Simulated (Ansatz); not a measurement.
# H₄NO₃Ta: basis-set convergence

An exercise on one series of results from a longer session: the logs are not shown, and one member is left open.

Program: Ansatz 0.2.0, Gaussian basis. Level of theory: one geometry, several basis sets. These are calculated values, not measurements.

Plan: PBE0-D4/def2-SVP; ωB97M-V/def2-SVP; PBE0-D4/def2-QZVPP; ωB97M-V/def2-QZVPP; the functionals' def2-TZVPP values are taken from earlier runs.

## The relaxed structure

The geometry comes from an earlier relaxation with PBE0-D4 in a triple-zeta def2 set; it is a stationary point, not always the lowest conformer. Ta takes the def2 core potential; no spin-orbit term is included.

SMILES `[NH]=[Ta]([OH])([OH])[OH]`, 9 atoms, charge 0, spin multiplicity 1.

Atoms are counted from 1 here; the program's logs count them from 0.

Bond lengths: N1–Ta2 1.768 Å, N1–H6 1.005 Å, Ta2–O3 1.923 Å, Ta2–O4 1.923 Å, Ta2–O5 1.910 Å, O3–H7 0.957 Å, O4–H8 0.957 Å, O5–H9 0.957 Å. Angles: Ta2–N1–H6 175.8°, N1–Ta2–O3 107.9°, N1–Ta2–O4 107.9°, N1–Ta2–O5 110.7°, O3–Ta2–O4 112.1°, O3–Ta2–O5 109.1°, O4–Ta2–O5 109.1°, Ta2–O3–H7 128.3°, Ta2–O4–H8 128.4°, Ta2–O5–H9 129.6°.

Set-up of the first run:

The input, in.yaml:

```yaml
crystal:
  periodic: [false, false, false]
  atoms:
    - {symbol: N, position_ang: [-0.351014, 1.232505, -1.289784]}
    - {symbol: Ta, position_ang: [0.021130, -0.011919, -0.090414]}
    - {symbol: O, position_ang: [1.902144, -0.397945, -0.202678]}
    - {symbol: O, position_ang: [-1.058408, -1.554663, -0.482868]}
    - {symbol: O, position_ang: [-0.386393, 0.604411, 1.670760]}
    - {symbol: H, position_ang: [-0.539720, 1.891973, -2.023649]}
    - {symbol: H, position_ang: [2.437403, -0.920450, 0.394610]}
    - {symbol: H, position_ang: [-1.194850, -2.336551, 0.052143]}
    - {symbol: H, position_ang: [-0.741793, 1.446238, 1.954779]}
basis:
  gaussian: {orbitals: def2-SVP}
hamiltonian: {xc: pbe0, dispersion: d4}
output: {orbitals: {seedname: orbitals}}
```

Run with:

```sh
> ansatz run in.yaml --threads 4 --pin off --events-out ev --progress --plain --max-ram 10444MiB
```

Steps of the session up to this table: PBE0-D4 in def2-SVP; ωB97M-V in def2-SVP; PBE0-D4 in def2-QZVPP; ωB97M-V in def2-QZVPP.

One of the session's tables, all rows but one given; the rest of the session is left out.

It belongs to the step «Functionals by basis». 

| functional | basis | HOMO (eV) |
| --- | --- | --- |
| PBE0-D4 | def2-SVP | -7.09 |
| PBE0-D4 | def2-TZVPP | -7.21 |
| PBE0-D4 | def2-QZVPP | ? |
| ωB97M-V | def2-SVP | -9.40 |
| ωB97M-V | def2-TZVPP | -9.53 |
| ωB97M-V | def2-QZVPP | -9.60 |

Q: Estimate the row for PBE0-D4, def2-QZVPP from the others.

**Answer.** HOMO (eV): -7.27. In the column «HOMO (eV)» it lies between ωB97M-V, def2-SVP (-9.40) and PBE0-D4, def2-TZVPP (-7.21).
